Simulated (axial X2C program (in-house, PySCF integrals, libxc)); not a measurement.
# InF: bond curves with and without spin–orbit coupling

Aim: find the lowest determinant of InF, scan the bond at several levels and fit the constants, once spin-free and once with spin–orbit coupling.

Computed with an in-house X2C program for linear molecules on PySCF integrals. Level: all-electron X2C, In dyall-cv3z, F dyall-av3z.

All values are calculated.

## 1. Set-up

task.json

```json
{"zs": [49, 9], "q": 0, "bas": ["dyall-cv3z", "dyall-av3z"], "levels": ["PBE0", "HF", "TPSSh"], "cc": true, "r0": 2.06, "thr": -2.0, "nmax": 110, "npts": 10, "nst": 2, "ntry": 8}
```

Keys: zs atomic numbers; q charge; bas basis sets; levels methods (HF also brings MP2); cc coupled cluster on or off; r0 starting distance in Å; thr threshold in hartree for freezing inner shells (an s shell follows its p shell); nmax most natural virtual spinors; npts points asked for on the curve; nst determinants followed; ntry starts of the search.

The run is started by

```sh
$ python so2c.py task.json out
```

Spin-free means the one-electron spin-free X2C Hamiltonian; two-component (2c) means X2C with spin–orbit coupling and atomic mean-field two-electron Coulomb and Gaunt terms. Basis: In dyall-cv3z contracted to [11s12p9d4f1g], F dyall-av3z contracted to [7s6p3d2f]; Gaussian nuclei, density fitting. Masses: In 114.904 u, F 18.998 u.

Notation: σ, π±, δ± give the projection m of an orbital's angular momentum (0, ±1, ±2), α and β its spin, Λ and M_S the sums; ω is the projection of a spinor's total angular momentum and Ω the sum. Logs are in hartree.

The results follow Hamiltonian by Hamiltonian and level by level.

## 2. State search with PBE0

PBE0 moves the distance from 2.060 Å to 1.999 Å and compares determinants there.

Spin-free determinants:

```csv
ΔE (eV),state,open shells
0.00,"M_S = 0, Λ = 0",closed shell
3.73,"M_S = 1, Λ = 1","beyond closed shells: σα, π+α"
4.36,"M_S = 0, Λ = 1","beyond closed shells: σα, π+β"
5.57,"M_S = 1, Λ = 0",beyond closed shells: 2 × σα
7.16,"M_S = 1, Λ = 2","beyond closed shells: 2 × π+α, π+β, π-α"
7.16,"M_S = 1, Λ = 0","beyond closed shells: π+α, π+β, 2 × π-α"
7.21,"M_S = 0, Λ = 2","beyond closed shells: π+α, 2 × π+β, π-α"
```

Two-component determinants:

```csv
ΔE (eV),state,open shells
0.00,Ω = 0,closed shell
3.84,Ω = 2,"excess of +ω over −ω: ω = 1/2, ω = 3/2"
4.25,Ω = 1,excess of +ω over −ω: 2 × ω = 1/2
4.45,Ω = 1,"excess of +ω over −ω: ω = -1/2, ω = 3/2"
7.05,Ω = 1,"excess of +ω over −ω: ω = -1/2, ω = 3/2"
7.09,Ω = 2,"excess of +ω over −ω: ω = 1/2, ω = 3/2"
7.24,Ω = 3,excess of +ω over −ω: 2 × ω = 3/2
```

## 3. PBE0, spin-free

State followed: M_S = 0, Λ = 0 (closed shell). The scan is laid around 1.999 Å, a first estimate of the minimum, and this SCF restarts from the orbitals of the search.

Output at 1.999 Å:

```text
spin-free X2C-1e  PBE0
basis functions 183  fitting functions 924  grid points 5078
iter        total energy     max residual
   1      -5980.632306329     3.53e-05
   2      -5980.632306288     6.94e-05
   3      -5980.632306343     1.49e-06
   4      -5980.632306343     6.23e-08
converged
one-electron -8467.87937408  Coulomb 2541.93159017  exact exchange -42.18094108  xc functional -129.24552732  nuclear repulsion 116.74194598
```

Along the bond, energies from the lowest point:

```
R (Å)  E (eV)  μ (D)  HOMO (eV)  LUMO (eV)  iterations
1.739  0.8656  -1.46      -7.01      -1.29          11
1.819  0.3489  -2.02      -7.20      -1.39          10
1.879  0.1349  -2.45      -7.33      -1.47          10
1.939  0.0279  -2.86      -7.45      -1.55          10
1.999  0.0000  -3.28      -7.56      -1.63           4
2.069  0.0402  -3.77      -7.66      -1.72          10
2.139  0.1353  -4.24      -7.74      -1.81          10
2.229  0.3107  -4.85      -7.79      -1.93          10
2.339  0.5718  -5.58      -7.77      -2.08          11
2.499  0.9886  -6.62      -7.59      -2.28          11
```

Dipoles are positive if F is the positive end.

Outer orbitals at the reference distance:

```json
{"symmetry": "σα", "occupied": "yes", "ε (eV)": "-30.00", "atomic character": "87% F s, 6% In d, 4% In p"}
{"symmetry": "δ-α", "occupied": "yes", "ε (eV)": "-21.39", "atomic character": "100% In d"}
{"symmetry": "δ+α", "occupied": "yes", "ε (eV)": "-21.39", "atomic character": "100% In d"}
{"symmetry": "π+α", "occupied": "yes", "ε (eV)": "-21.21", "atomic character": "99% In d"}
{"symmetry": "π-α", "occupied": "yes", "ε (eV)": "-21.21", "atomic character": "99% In d"}
{"symmetry": "σα", "occupied": "yes", "ε (eV)": "-21.10", "atomic character": "95% In d, 2% F s"}
{"symmetry": "σα", "occupied": "yes", "ε (eV)": "-11.16", "atomic character": "71% F p, 24% In s"}
{"symmetry": "π-α", "occupied": "yes", "ε (eV)": "-9.56", "atomic character": "94% F p, 3% In p, 2% In d"}
{"symmetry": "π+α", "occupied": "yes", "ε (eV)": "-9.56", "atomic character": "94% F p, 3% In p, 2% In d"}
{"symmetry": "σα", "occupied": "yes", "ε (eV)": "-7.56", "atomic character": "53% In s, 25% F p, 16% In p"}
{"symmetry": "π-α", "occupied": "no", "ε (eV)": "-1.63", "atomic character": "89% In p, 7% F p, 3% In d"}
{"symmetry": "π+α", "occupied": "no", "ε (eV)": "-1.63", "atomic character": "89% In p, 7% F p, 3% In d"}
{"symmetry": "σα", "occupied": "no", "ε (eV)": "-0.01", "atomic character": "77% In p, 11% In d, 6% F s"}
{"symmetry": "σα", "occupied": "no", "ε (eV)": "1.48", "atomic character": "84% In s, 6% F p, 5% In p"}
```

PBE0 fields in the half plane through the axis: z from -2.4 to 4.2 Å across, distance from the axis 0.15 to 2.25 Å upwards; In lies at z = 0 and F at z = 1.999 Å; the ELF is damped to zero where the density is low.

log10 density (e/bohr³). Ten even steps from '0' (-5.42 ) to '9' (1.81 ):
```
12222333333222222111000
22233333333333322221110
22333444444333333322110
23344445544444444332211
33344555555445555443221
33445566666555665543321
33445667876556776554322
33455678987667787654322
```

ELF. Ten even steps from '0' (0.00 ) to '9' (0.92 ):
```
00013555320000000000000
00367876531000000000000
03788875432000111000000
27998753322101232100000
58997532221113555320000
79986334542126887631000
89985347884138999752000
89985373837148319863100
```

Re = 1.995 Å, ωe = 525 cm⁻¹, ωexe = 2.63 cm⁻¹, Be = 0.2599 cm⁻¹, De = 5.44 eV, μ = -3.25 D.

## 4. HF, spin-free

Output at 1.999 Å:

```text
spin-free X2C-1e  HF
basis functions 183  fitting functions 924  grid points 5078
iter        total energy     max residual
   1      -5977.929602272     2.28e-01
   2      -5977.958030114     5.46e-03
   3      -5977.959089102     3.57e-03
   4      -5977.959288612     9.08e-04
   5      -5977.959334819     2.53e-04
   6      -5977.959338135     8.05e-05
   7      -5977.959338336     2.60e-05
   8      -5977.959338376     7.04e-06
   9      -5977.959338378     2.28e-06
  10      -5977.959338379     5.66e-07
converged
one-electron -8467.34129266  Coulomb 2541.50202214  exact exchange -168.86201384  xc functional 0.00000000  nuclear repulsion 116.74194598
```

Re = 1.978 Å, ωe = 549 cm⁻¹, ωexe = 2.85 cm⁻¹, Be = 0.2643 cm⁻¹, De = 3.67 eV, μ = -3.14 D.

## 5. TPSSh, spin-free

Output at 1.999 Å:

```text
spin-free X2C-1e  TPSSh
basis functions 183  fitting functions 924  grid points 5078
iter        total energy     max residual
   1      -5980.826368503     1.62e-01
   2      -5980.827486851     5.80e-03
   3      -5980.827290481     5.54e-03
   4      -5980.827586477     2.56e-03
   5      -5980.827656657     6.20e-04
   6      -5980.827661373     4.73e-05
   7      -5980.827661400     1.01e-05
   8      -5980.827661401     1.96e-06
converged
one-electron -8467.33970511  Coulomb 2541.36992432  exact exchange -16.86961447  xc functional -154.73021211  nuclear repulsion 116.74194598
```

Re = 2.002 Å, ωe = 519 cm⁻¹, ωexe = 2.62 cm⁻¹, Be = 0.258 cm⁻¹, De = 5.54 eV, μ = -3.16 D.

## 6. MP2 and beyond, spin-free

Correlated methods: 20 electrons correlated (frozen shells, counted by type: In 4 s, 3 p, 1 d; F 1 s), 258 virtual spinors in MP2, 108 natural virtuals in coupled cluster.

Output of the correlated part at 1.999 Å:

```text
correlated 20  virtual 258  natural virtual 108  E(MP2) -0.772238223  MP2 remainder -0.069859969
iter   CCSD correlation   residual
   1     -0.652889809   1.46e-01
   2     -0.667066081   6.20e-02
   3     -0.670511886   2.09e-02
   4     -0.670517057   8.01e-03
   5     -0.670462725   1.96e-03
   6     -0.670477643   9.06e-04
   7     -0.670483219   3.08e-04
   8     -0.670479172   9.89e-05
   9     -0.670483397   3.32e-05
  10     -0.670482429   1.15e-05
  11     -0.670482645   4.33e-06
  12     -0.670482563   1.56e-06
  13     -0.670482539   5.28e-07
  14     -0.670482530   2.21e-07
(T) -0.018254516  T1 0.0227  D1 0.0527  max T2 0.091
```

T1 in the output is the amplitude norm over the root of the electron number; divide by √2 for the Lee–Taylor value.

MP2: Re = 1.995 Å, ωe = 524 cm⁻¹, Be = 0.2597 cm⁻¹, De = 5.85 eV.

CCSD: Re = 1.993 Å, ωe = 532 cm⁻¹, ωexe = 2.55 cm⁻¹, Be = 0.2604 cm⁻¹, De = 5.54 eV. T1 at Re = 0.016 (Lee–Taylor, the printed value over √2).

CCSD(T): Re = 1.993 Å, ωe = 531 cm⁻¹, ωexe = 2.56 cm⁻¹, Be = 0.2604 cm⁻¹, De = 5.53 eV. T1 at Re = 0.016 (Lee–Taylor, the printed value over √2).

## 7. The spin-free curves together

Energy (eV) of the followed determinant, spin-free, from each level's lowest point:

```
R (Å)   PBE0     HF    MP2   CCSD  CCSD(T)  TPSSh
1.739  0.866  0.807  0.872    n/a      n/a  0.909
1.819  0.349  0.302  0.353  0.346    0.347  0.376
1.879  0.135  0.102  0.137  0.133    0.133  0.152
1.939  0.028  0.011  0.029  0.026    0.026  0.036
1.999  0.000  0.000  0.000  0.000    0.000  0.000
2.069  0.040  0.060  0.039  0.043    0.043  0.032
2.139  0.135  0.175  0.134  0.143    0.142  0.121
2.229  0.311  0.373  0.308  0.326    0.323  0.289
2.339  0.572  0.658  0.568    n/a      n/a  0.543
2.499  0.989  1.101  0.985    n/a      n/a  0.952
```

## 8. PBE0, 2c

State followed: Ω = 0 (closed shell). The scan is laid around 1.999 Å, a first estimate of the minimum, and this SCF restarts from the orbitals of the search.

The SCF at the reference distance of 1.999 Å:

```text
two-component X2C + atomic mean field  PBE0
basis functions 183  fitting functions 924  grid points 5078
iter        total energy     max residual
   1      -5978.155278650     3.19e-05
   2      -5978.155278622     6.00e-05
   3      -5978.155278664     3.37e-06
   4      -5978.155278664     9.23e-07
converged
one-electron -8460.85335695  Coulomb 2540.57035081  exact exchange -42.15670100  xc functional -129.17457963  nuclear repulsion 116.74194598  atomic mean-field constant -3.28293788
```

Along the bond, energies from the lowest point:

```
R (Å)  E (eV)  μ (D)  HOMO (eV)  LUMO (eV)  iterations
1.739  0.8676  -1.46      -7.01      -1.37          11
1.819  0.3501  -2.02      -7.20      -1.47          10
1.879  0.1356  -2.44      -7.33      -1.55          10
1.939  0.0282  -2.86      -7.45      -1.63          10
1.999  0.0000  -3.28      -7.56      -1.72           4
2.069  0.0399  -3.76      -7.66      -1.81          10
2.139  0.1348  -4.24      -7.74      -1.91          10
2.229  0.3101  -4.85      -7.79      -2.03          10
2.339  0.5709  -5.58      -7.77      -2.18          11
2.499  0.9876  -6.61      -7.59      -2.39          11
```

Dipoles are positive if F is the positive end.

Outer spinors at the reference distance:

```
  ω  occupied  ε (eV)             atomic character     λ mixture
1/2       yes  -30.01    87% F s, 6% In d, 4% In p        100% σ
3/2       yes  -21.87                    100% In d  86% δ, 14% π
1/2       yes  -21.67                     98% In d  67% π, 33% σ
5/2       yes  -21.07                    100% In d        100% δ
3/2       yes  -20.92                     99% In d  86% π, 14% δ
1/2       yes  -20.82                     97% In d  67% σ, 33% π
1/2       yes  -11.16            71% F p, 24% In s        100% σ
1/2       yes   -9.58    94% F p, 3% In p, 2% In d        100% π
3/2       yes   -9.54    94% F p, 2% In p, 2% In d        100% π
1/2       yes   -7.56  53% In s, 25% F p, 16% In p        100% σ
1/2        no   -1.72    89% In p, 7% F p, 2% In d        100% π
3/2        no   -1.54    89% In p, 7% F p, 3% In d        100% π
1/2        no    0.00   77% In p, 11% In d, 6% F s        100% σ
1/2        no    1.48    83% In s, 6% F p, 5% In p        100% σ
```

PBE0 fields in the half plane through the axis: z from -2.4 to 4.2 Å across, distance from the axis 0.15 to 2.25 Å upwards; In lies at z = 0 and F at z = 1.999 Å; the ELF is damped to zero where the density is low.

log10 density (e/bohr³). Ten even steps from '0' (-5.42 ) to '9' (1.81 ):
```
12222333333222222111000
22233333333333332221110
22333444444333333322210
23344445544444444332211
33344555555445555443221
33445566666555665543321
33445667876556776554322
33455678987667787654322
```

ELF. Ten even steps from ' ' (0.00 ) to '@' (0.92 ):
```
      ..--++++++--::                          
    --**##%%##**++--..                        
  --##%%%%%%##++==--::      ......            
::##@@@@%%##++----::::..  ..::--::..          
++%%@@@@##++--::::::......--++++++--::        
##@@@@%%**----==++==::..::**%%%%##**--..      
%%@@@@%%++--==%%%%%%==..--%%@@@@@@##++::      
%%@@@@%%++--##--%%--##..==%%--..@@%%**--..    
```

Re = 1.995 Å, ωe = 524 cm⁻¹, ωexe = 2.63 cm⁻¹, Be = 0.2598 cm⁻¹, De = 5.35 eV, μ = -3.25 D.

## 9. HF, 2c

The SCF at the reference distance of 1.999 Å:

```text
two-component X2C + atomic mean field  HF
basis functions 183  fitting functions 924  grid points 5078
iter        total energy     max residual
   1      -5975.450802029     2.28e-01
   2      -5975.479239074     5.48e-03
   3      -5975.480299918     3.65e-03
   4      -5975.480500204     9.10e-04
   5      -5975.480546644     2.53e-04
   6      -5975.480550008     8.02e-05
   7      -5975.480550215     2.66e-05
   8      -5975.480550256     7.00e-06
   9      -5975.480550258     2.45e-06
  10      -5975.480550259     5.58e-07
converged
one-electron -8460.31309692  Coulomb 2540.13852674  exact exchange -168.76498818  xc functional 0.00000000  nuclear repulsion 116.74194598  atomic mean-field constant -3.28293788
```

Re = 1.978 Å, ωe = 549 cm⁻¹, ωexe = 2.84 cm⁻¹, Be = 0.2642 cm⁻¹, De = 3.48 eV, μ = -3.14 D.

## 10. TPSSh, 2c

Output at 1.999 Å:

```text
two-component X2C + atomic mean field  TPSSh
basis functions 183  fitting functions 924  grid points 5078
iter        total energy     max residual
   1      -5978.347262339     1.62e-01
   2      -5978.348385503     5.83e-03
   3      -5978.348189240     5.56e-03
   4      -5978.348484471     2.57e-03
   5      -5978.348554848     6.24e-04
   6      -5978.348559568     4.73e-05
   7      -5978.348559595     1.00e-05
   8      -5978.348559597     1.96e-06
converged
one-electron -8460.31409004  Coulomb 2540.00912133  exact exchange -16.85992391  xc functional -154.64267508  nuclear repulsion 116.74194598  atomic mean-field constant -3.28293788
```

Re = 2.002 Å, ωe = 519 cm⁻¹, ωexe = 2.62 cm⁻¹, Be = 0.2579 cm⁻¹, De = 5.50 eV, μ = -3.16 D.

## 11. Correlated methods, 2c

Correlated methods: 20 electrons correlated (frozen shells, counted by type: In 4 s, 3 p, 1 d; F 1 s), 258 virtual spinors in MP2, 110 natural virtuals in coupled cluster.

Output of the correlated part at 1.999 Å:

```text
correlated 20  virtual 258  natural virtual 110  E(MP2) -0.772140519  MP2 remainder -0.067005092
iter   CCSD correlation   residual
   1     -0.655484680   1.46e-01
   2     -0.669694790   6.21e-02
   3     -0.673143556   2.09e-02
   4     -0.673148825   8.03e-03
   5     -0.673093965   1.97e-03
   6     -0.673109026   9.12e-04
   7     -0.673114676   3.11e-04
   8     -0.673110584   1.01e-04
   9     -0.673114879   3.47e-05
  10     -0.673113877   1.26e-05
  11     -0.673114104   5.03e-06
  12     -0.673114008   2.05e-06
  13     -0.673113982   8.76e-07
  14     -0.673113971   4.47e-07
(T) -0.018616186  T1 0.0227  D1 0.0528  max T2 0.093
```

MP2: Re = 1.996 Å, ωe = 524 cm⁻¹, Be = 0.2596 cm⁻¹, De = 5.70 eV.

CCSD: Re = 1.992 Å, ωe = 532 cm⁻¹, ωexe = 2.59 cm⁻¹, Be = 0.2605 cm⁻¹, De = 5.35 eV. T1 at Re = 0.016 (Lee–Taylor, the printed value over √2).

CCSD(T): Re = 1.993 Å, ωe = 530 cm⁻¹, ωexe = 2.48 cm⁻¹, Be = 0.2603 cm⁻¹, De = 5.35 eV. T1 at Re = 0.016 (Lee–Taylor, the printed value over √2).

## 12. The 2c curves together

Energy (eV) of the followed determinant, 2c, from each level's lowest point:

```
R (Å)   PBE0     HF    MP2   CCSD  CCSD(T)  TPSSh
1.739  0.868  0.810  0.876    n/a      n/a  0.911
1.819  0.350  0.304  0.355  0.347    0.351  0.377
1.879  0.136  0.103  0.138  0.133    0.134  0.152
1.939  0.028  0.011  0.029  0.026    0.027  0.036
1.999  0.000  0.000  0.000  0.000    0.000  0.000
2.069  0.040  0.060  0.039  0.043    0.042  0.032
2.139  0.135  0.174  0.133  0.143    0.141  0.121
2.229  0.310  0.372  0.307  0.325    0.321  0.289
2.339  0.571  0.657  0.566    n/a      n/a  0.542
2.499  0.988  1.100  0.983    n/a      n/a  0.950
```

The whole job took 5.8 min on 1 thread of Arm Neoverse V2, shared host; peak memory 1.8 GiB.

## 13. Results

Lowest determinant that the search found at its distance, spin-free: M_S = 0, Λ = 0 (closed shell).

Lowest determinant that the search found at its distance, 2c: Ω = 0 (closed shell).

| Hamiltonian | level | Re (Å) | ωe (cm⁻¹) | De (eV) | μ (D) |
| --- | --- | --- | --- | --- | --- |
| spin-free | PBE0 | 1.995 | 525 | 5.44 | -3.25 |
| spin-free | HF | 1.978 | 549 | 3.67 | -3.14 |
| spin-free | MP2 | 1.995 | 524 | 5.85 | n/a |
| spin-free | CCSD | 1.993 | 532 | 5.54 | n/a |
| spin-free | CCSD(T) | 1.993 | 531 | 5.53 | n/a |
| spin-free | TPSSh | 2.002 | 519 | 5.54 | -3.16 |
| 2c | PBE0 | 1.995 | 524 | 5.35 | -3.25 |
| 2c | HF | 1.978 | 549 | 3.48 | -3.14 |
| 2c | MP2 | 1.996 | 524 | 5.70 | n/a |
| 2c | CCSD | 1.992 | 532 | 5.35 | n/a |
| 2c | CCSD(T) | 1.993 | 530 | 5.35 | n/a |
| 2c | TPSSh | 2.002 | 519 | 5.50 | -3.16 |

Dipoles are positive if F is the positive end.

Time per point (s) on 1 thread of Arm Neoverse V2, shared host (2c runs; CCSD comes with the CCSD(T) run); the times are rough: PBE0 0.34, HF 0.21, MP2 0.87, CCSD(T) 20, TPSSh 0.6.

In words: At CCSD(T), going from spin-free to two-component changes Re by +1 mÅ, ωe by -0.2 %, which is small (part of it comes from the scalar share of the two-electron terms). De moves by -0.18 eV; both De rest on single-determinant atoms, which can miss part of an open shell's spin–orbit lowering.

De refers to In + F, each in the lowest determinant found, which need not be this curve's own limit. Each curve is one determinant whose occupation by symmetry is held fixed; it was picked as the lowest of a PBE0 search that is not exhaustive. Closed shells are restricted here (equal orbitals for both partners), which fails at long range if the bond breaks into open shells. Dissociation energies refer to the lowest single-determinant-based atoms at the same level and basis. Coupled cluster ran in a truncated set of natural virtual spinors; the MP2 energy of the rest was added. The meta-GGAs lack a current-density term, which matters for open shells with orbital currents, atoms included.
